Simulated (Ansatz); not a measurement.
# HfSnO4: the cost of one run

Computed with Ansatz 0.2.0 (DFT PBE, scalar-relativistic, plane waves, PAW, unless a step's input says otherwise).

## 1. Starting point

It takes space group Cmmm (No. 65, orthorhombic). Conventional cell: a = 7.091 Å, b = 7.091 Å, c = 3.339 Å, α = 90.00°, β = 90.00°, γ = 90.00°. Around Hf (site symmetry mmm) lie 6 O at 2.16 to 2.17 Å. Sn (site symmetry mmm) has 6 O at 2.16 to 2.17 Å as nearest neighbours. Around O (site symmetry m2m) lie 1 Sn at 2.16 Å and 2 Hf at 2.17 Å. O (site symmetry 2mm) has 1 Hf at 2.16 Å and 2 Sn at 2.17 Å as nearest neighbours.

Coordinates:

```cif
data_structure
_symmetry_space_group_name_H-M 'P 1'
_symmetry_Int_Tables_number 1
_cell_length_a 5.0144
_cell_length_b 5.0144
_cell_length_c 3.3392
_cell_angle_alpha 90.000
_cell_angle_beta 90.000
_cell_angle_gamma 90.000
_cell_volume 83.96
loop_
_atom_site_label
_atom_site_type_symbol
_atom_site_fract_x
_atom_site_fract_y
_atom_site_fract_z
_atom_site_occupancy
Hf1 Hf 0.00000 0.00000 0.00000 1
Sn1 Sn 0.50000 0.50000 0.50000 1
O1 O 0.19496 0.19496 0.50000 1
O2 O 0.69496 0.30504 0.00000 1
O3 O 0.30504 0.69496 0.00000 1
O4 O 0.80504 0.80504 0.50000 1
```

The start is an ordering of an alloy on its end members' structure types: elements ordered on the sites of the HfO2 type, Hf/Sn on Hf (Cmmm, No. 65).

## 2. The guess as it stands, on a coarse mesh

The input, input.yaml:

```yaml
crystal:
  lattice:
    - [3.54574039, -3.54574039, 0.0]
    - [3.54574039, 3.54574039, 0.0]
    - [0.0, 0.0, 3.33919918]
  atoms:
    - { symbol: Hf, position: [0.0, 0.0, 0.0] }
    - { symbol: Sn, position: [0.5, 0.5, 0.5] }
    - { symbol: O, position: [0.19495512, 0.19495512, 0.5] }
    - { symbol: O, position: [0.69495512, 0.30504488, 0.0] }
    - { symbol: O, position: [0.30504488, 0.69495512, 0.0] }
    - { symbol: O, position: [0.80504488, 0.80504488, 0.5] }
basis:
  ecutwfc: 420
kpoints:
  mp_grid: { grid: [4, 4, 6] }
hamiltonian:
  xc: pbe
scf:
  occupations: { method: gaussian, width: 0.1 }
  lower_state_search: "off"
output:
  forces: true
  stress: true
  eigenvalues: true
```

Started as:

```sh
ansatz run input.yaml --threads 1 --pin off --max-ram 2560MiB --backend cpu --events-out ev --progress --plain --runs-dir out
```

What time and memory should one allow on 1 thread of AMD EPYC 9R45 (Zen 5), shared host?

About 2 s, with a peak of 0.42 GiB.
